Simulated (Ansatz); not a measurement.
# CH₈GeInN: a ladder of functionals and wavefunction methods

One table from this session's results is given with a row withheld; the runs are named, their logs left out.

Program: Ansatz 0.2.0, Gaussian basis. Level of theory: functionals in def2-TZVPP, the program's frozen cores in correlated methods. These are calculated values, not measurements.

The runs, in order: LDA (SPW92), PBE-D4, revPBE-D4, BLYP-D4, r2SCAN-D4, B97M-V, PBE0-D4, B3LYP-D4, r2SCANh-D4, r2SCAN0-D4, HSE06-D4, BHLYP-D4, CAM-B3LYP-D4, LC-ωPBE, ωB97X-V, ωB97M-V, B2PLYP, PBE-QIDH; CCSD(T)/def2-SVP; CCSD(T)/def2-TZVPP; MP2/def2-QZVPP; extrapolation to the limit; RPA on PBE.

### The geometry

The geometry comes from an earlier relaxation with PBE0-D4 in a triple-zeta def2 set; it is a stationary point, not always the lowest conformer. In takes the def2 core potential; no spin-orbit term is included.

SMILES `[CH3][In]([NH2])[GeH3]`, 12 atoms, charge 0, spin multiplicity 1.

Atoms are counted from 1 here; the program's logs count them from 0.

Bond lengths: C1–In2 2.149 Å, C1–H5 1.091 Å, C1–H6 1.090 Å, C1–H7 1.091 Å, In2–N3 2.015 Å, In2–Ge4 2.594 Å, N3–H8 1.007 Å, N3–H9 1.006 Å, Ge4–H10 1.541 Å, Ge4–H11 1.542 Å, Ge4–H12 1.542 Å. Angles: In2–C1–H5 110.2°, In2–C1–H6 110.2°, In2–C1–H7 110.2°, H5–C1–H6 109.0°, H5–C1–H7 108.1°, H6–C1–H7 109.0°, C1–In2–N3 114.8°, C1–In2–Ge4 130.9°, N3–In2–Ge4 114.3°, In2–N3–H8 124.4°, In2–N3–H9 124.4°, H8–N3–H9 111.1°, In2–Ge4–H10 112.3°, In2–Ge4–H11 111.6°, In2–Ge4–H12 111.6°, H10–Ge4–H11 107.2°, H10–Ge4–H12 107.2°, H11–Ge4–H12 106.6°.

Set-up of the first run:

Contents of in.yaml:

```yaml
crystal:
  periodic: [false, false, false]
  atoms:
    - {symbol: C, position_ang: [-1.704530, 0.900823, 1.176367]}
    - {symbol: In, position_ang: [-0.026372, -0.055913, 0.234184]}
    - {symbol: N, position_ang: [1.052046, -1.253799, 1.443392]}
    - {symbol: Ge, position_ang: [0.850427, 0.070905, -2.203623]}
    - {symbol: H, position_ang: [-1.611915, 1.985418, 1.100788]}
    - {symbol: H, position_ang: [-1.756335, 0.620559, 2.228945]}
    - {symbol: H, position_ang: [-2.631869, 0.604484, 0.683421]}
    - {symbol: H, position_ang: [0.848236, -1.412942, 2.416407]}
    - {symbol: H, position_ang: [1.864338, -1.772319, 1.153460]}
    - {symbol: H, position_ang: [2.086835, -0.821191, -2.426729]}
    - {symbol: H, position_ang: [-0.222052, -0.374982, -3.217475]}
    - {symbol: H, position_ang: [1.251201, 1.508946, -2.589128]}
basis:
  gaussian: {orbitals: def2-TZVPP}
hamiltonian: {xc: lda}
output: {orbitals: {seedname: orbitals}}
```

Run with:

```bash
$ ansatz run in.yaml --threads 2 --pin off --events-out ev --progress --plain --max-ram 22528MiB --backend cuda --devices 0, --max-vram 18GiB
```

Among the steps run: LDA; PBE-D4 (GGA); revPBE-D4 (GGA); BLYP-D4 (GGA); r2SCAN-D4 (meta-GGA); B97M-V (meta-GGA); PBE0-D4 (hybrid); B3LYP-D4 (hybrid); r2SCANh-D4 (hybrid); r2SCAN0-D4 (hybrid); HSE06-D4 (hybrid); BHLYP-D4 (hybrid); CAM-B3LYP-D4 (range-separated); LC-ωPBE (range-separated); ωB97X-V (range-separated); ωB97M-V (range-separated); B2PLYP (double hybrid); PBE-QIDH (double hybrid).

One table of the session follows, with a row left open; its other results are not shown here.

It belongs to the step «Orbital energies across the functionals». 

```
  functional  HOMO (eV)  gap (eV)
 LDA (SPW92)      -5.75      3.83
      PBE-D4      -5.54      3.86
   revPBE-D4      -5.46      3.88
     BLYP-D4      -5.43      3.80
   r2SCAN-D4      -5.78      4.28
      B97M-V          ?         ?
     PBE0-D4      -6.82      5.82
    B3LYP-D4      -6.61      5.36
  r2SCANh-D4      -6.27      5.01
  r2SCAN0-D4      -7.01      6.11
    HSE06-D4      -6.42      5.05
    BHLYP-D4      -8.03      7.67
CAM-B3LYP-D4      -8.26      8.09
     LC-ωPBE      -9.63     10.51
     ωB97X-V      -9.28     10.02
     ωB97M-V      -9.15      9.62
```

Q: Estimate the row for B97M-V from the others.

**Answer.** HOMO (eV): -5.85; gap (eV): 4.12. In the column «HOMO (eV)» it lies between r2SCANh-D4 (-6.27) and r2SCAN-D4 (-5.78).
